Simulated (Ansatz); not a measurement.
A nudged elastic band was laid between two geometries of a periodic cell of 33 atoms, Al$_{32}$H (host Al, host structure fcc, interstitial H).

These are results of DFT PBE, scalar-relativistic, plane waves, PAW in Ansatz 0.2.0, not measurements. Settings: PAW set soft_1, cutoff 420 eV, k mesh 2x2x2, gaussian smearing 0.05 eV, no spin polarisation.

```
movable images  : 3
climbing image  : yes
spring          : 5.0 eV/Å²
optimiser       : fire
start path      : default
force threshold : 0.05 eV/Å
iteration limit : 29
end points      : relaxed
largest step    : 0.5 Å
```

Initial state:

```xyz
33
Lattice="8.1000 0.0000 0.0000 0.0000 8.1000 0.0000 0.0000 0.0000 8.1000" Properties=species:S:1:pos:R:3
Al 4.079 0.029 -0.003
Al 6.040 1.990 -0.003
Al 6.061 0.010 2.035
Al 0.010 -0.005 -0.010
Al 2.013 2.027 -0.010
Al 4.045 4.061 -0.010
Al 6.077 6.063 -0.010
Al 2.020 0.029 2.054
Al 4.060 2.011 2.036
Al 6.039 4.053 2.056
Al 4.060 0.010 4.038
Al 6.061 2.011 4.038
Al 6.041 0.030 6.077
Al -0.079 3.972 0.081
Al 2.098 6.147 0.076
Al 0.003 1.989 2.056
Al 2.013 4.061 2.020
Al 4.079 6.070 2.054
Al 0.003 0.030 4.018
Al 2.021 1.990 4.018
Al 4.080 4.054 4.018
Al 6.041 6.071 4.018
Al 2.014 -0.005 6.084
Al 4.080 1.990 6.077
Al 6.078 4.063 6.086
Al 0.010 6.063 2.020
Al 0.012 4.062 4.054
Al 2.014 6.064 4.053
Al 0.012 2.028 6.086
Al 2.100 3.973 5.996
Al 4.045 6.063 6.083
Al -0.077 6.150 5.996
H 1.008 5.058 7.086
```

Final state:

```xyz
33
Lattice="8.1000 0.0000 0.0000 0.0000 8.1000 0.0000 0.0000 0.0000 8.1000" Properties=species:S:1:pos:R:3
Al 4.084 -0.034 0.024
Al 6.078 2.043 0.014
Al 6.064 -0.013 2.012
Al 0.019 0.002 0.013
Al 2.090 1.960 0.098
Al 4.048 4.031 0.013
Al 6.043 6.107 0.024
Al 2.017 -0.039 2.039
Al 4.089 2.033 2.039
Al 6.038 4.040 2.039
Al 4.063 -0.013 4.063
Al 6.038 2.033 4.036
Al 6.043 -0.034 6.051
Al -0.064 4.114 0.098
Al 2.007 6.072 0.014
Al 0.017 2.041 2.011
Al 2.009 4.033 2.011
Al 4.063 6.086 2.012
Al 0.009 -0.039 4.036
Al 2.009 2.041 4.064
Al 4.089 4.041 4.036
Al 6.064 6.086 4.063
Al 2.007 0.002 6.061
Al 4.048 2.043 6.061
Al 6.078 4.031 6.062
Al 0.010 6.112 2.039
Al 0.017 4.033 4.064
Al 2.017 6.112 4.036
Al -0.064 1.960 5.977
Al 2.090 4.114 5.977
Al 4.084 6.107 6.051
Al 0.019 6.072 6.062
H 1.014 3.036 7.087
```

Task: Which bonds break or form, and what moves?

Result: The atom that moves furthest is H33, by 2.02 Å; four of its nearest neighbours are Al32 1.89, Al30 1.89, Al15 1.89, Al14 1.89 Å at the first end and Al5 1.88, Al30 1.88, Al29 1.88, Al14 1.89 Å at the last.

Task: Give the energies along the band, and the barrier.

Result: It converged. The highest image is number 2 of 0 to 4, 0.35 eV above the first end and 0.35 eV above the last; the last end lies 0.01 eV below the first. The order of the stationary point at the top wasn't checked. Limits of this set-up: coarse k mesh, odd electron count without spin, a small cell, in which the defect meets its images.

| image | path coordinate (Å) | energy (eV) |
| --- | --- | --- |
| 0 | 0.00 | 0.00 |
| 1 | 0.54 | 0.16 |
| 2 | 1.07 | 0.35 |
| 3 | 1.60 | 0.16 |
| 4 | 2.13 | -0.01 |

Task: What is the geometry of the highest image?

Result: 
```xyz
33
Lattice="8.1000 0.0000 0.0000 0.0000 8.1000 0.0000 0.0000 0.0000 8.1000" Properties=species:S:1:pos:R:3
Al 4.063 -0.003 0.015
Al 6.055 2.017 0.018
Al 6.072 -0.005 2.012
Al 0.002 -0.002 0.018
Al 2.036 1.998 0.031
Al 4.039 4.046 0.006
Al 6.056 6.083 0.018
Al 2.015 -0.003 2.028
Al 4.065 2.025 2.027
Al 6.011 4.046 2.079
Al 4.053 -0.004 4.063
Al 6.060 2.025 4.047
Al 6.061 -0.003 6.060
Al -0.190 4.047 0.213
Al 2.036 6.101 0.030
Al 0.000 2.013 2.037
Al 2.015 4.046 2.011
Al 4.065 6.079 2.028
Al 0.010 -0.003 4.046
Al 2.024 2.013 4.037
Al 4.113 4.047 3.996
Al 6.059 6.079 4.046
Al 2.022 -0.002 6.056
Al 4.069 2.018 6.057
Al 6.085 4.047 6.069
Al -0.001 6.088 2.034
Al 0.010 4.047 4.063
Al 2.025 6.088 4.040
Al -0.011 1.999 6.044
Al 2.214 4.047 5.863
Al 4.068 6.083 6.056
Al -0.012 6.102 6.044
H 1.011 4.050 7.087
```

Time of the run: 9.5 min on 2 threads of Arm Neoverse V1 (shared host), peak memory 1.6 GiB.
